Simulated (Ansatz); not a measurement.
# CH4ClF3MoO2: the cost of one run

Computed with Ansatz 0.2.0, Gaussian basis. Level: the settings change from run to run.

### 1 The molecule

An earlier PBE0-D4 in a triple-zeta def2 set relaxation fixed the geometry. Mo takes a core potential in def2 sets; no spin-orbit term is included.

SMILES `C[O][Mo]([OH])([F])([F])([F])[Cl]`, 12 atoms, charge 0, spin multiplicity 1.

Atoms are counted from 1 here; the program's logs count them from 0.

Bond lengths: C1–O2 1.394 Å, C1–H9 1.094 Å, C1–H10 1.096 Å, C1–H11 1.091 Å, O2–Mo3 1.794 Å, Mo3–O4 1.871 Å, Mo3–F5 1.853 Å, Mo3–F6 1.846 Å, Mo3–F7 1.846 Å, Mo3–Cl8 2.317 Å, O4–H12 0.964 Å. Angles: O2–C1–H9 108.6°, O2–C1–H10 108.0°, O2–C1–H11 109.0°, H9–C1–H10 109.8°, H9–C1–H11 110.7°, H10–C1–H11 110.7°, C1–O2–Mo3 144.2°, O2–Mo3–O4 86.2°, O2–Mo3–F5 166.9°, O2–Mo3–F6 101.8°, O2–Mo3–F7 95.0°, O2–Mo3–Cl8 87.0°, O4–Mo3–F5 82.6°, O4–Mo3–F6 171.9°, O4–Mo3–F7 93.5°, O4–Mo3–Cl8 94.9°, F5–Mo3–F6 89.7°, F5–Mo3–F7 92.4° and more.

Coordinates:

```xyz
12

C     1.6598   -1.0717    0.2414
O     0.9714    0.1256    0.0559
Mo   -0.6589    0.8722   -0.0108
O    -1.1191   -0.5343   -1.1562
F    -2.4707    1.2433   -0.1277
F    -0.4325    2.3673    1.0484
F    -0.2550    2.0200   -1.3990
Cl   -1.1390   -0.2908    1.9348
H     1.3492   -1.7770   -0.5349
H     1.3942   -1.4654    1.2287
H     2.7313   -0.8781    0.1788
H    -2.0307   -0.6111   -1.4595
```

### 2 wB97X-V/def2-mTZVP

Set apart from the defaults: charge +1, multiplicity 2, high accuracy.

Contents of in.yaml:

```yaml
crystal:
  periodic: [false, false, false]
  atoms:
    - {symbol: C, position_ang: [1.659778, -1.071685, 0.241353]}
    - {symbol: O, position_ang: [0.971354, 0.125636, 0.055893]}
    - {symbol: Mo, position_ang: [-0.658947, 0.872204, -0.010838]}
    - {symbol: O, position_ang: [-1.119087, -0.534317, -1.156206]}
    - {symbol: F, position_ang: [-2.470737, 1.243275, -0.127663]}
    - {symbol: F, position_ang: [-0.432472, 2.367289, 1.048419]}
    - {symbol: F, position_ang: [-0.255024, 2.020003, -1.398960]}
    - {symbol: Cl, position_ang: [-1.138969, -0.290795, 1.934844]}
    - {symbol: H, position_ang: [1.349219, -1.776973, -0.534856]}
    - {symbol: H, position_ang: [1.394246, -1.465360, 1.228716]}
    - {symbol: H, position_ang: [2.731292, -0.878131, 0.178808]}
    - {symbol: H, position_ang: [-2.030663, -0.611147, -1.459499]}
basis:
  gaussian: {orbitals: def2-mTZVP}
total_charge: 1
magnetization: {spin_polarized: true, initial_magnetization: 1}
hamiltonian: {xc: {name: wB97X-V}}
accuracy: high
```

Run with:

```console
$ ansatz run in.yaml --threads 2 --pin off --events-out ev --progress --plain --max-ram 32768MiB --backend cpu
```

What time and memory should one allow on 2 threads of AMD EPYC 7R13, shared host?

About 4.9 min, with a peak of 2.7 GiB.
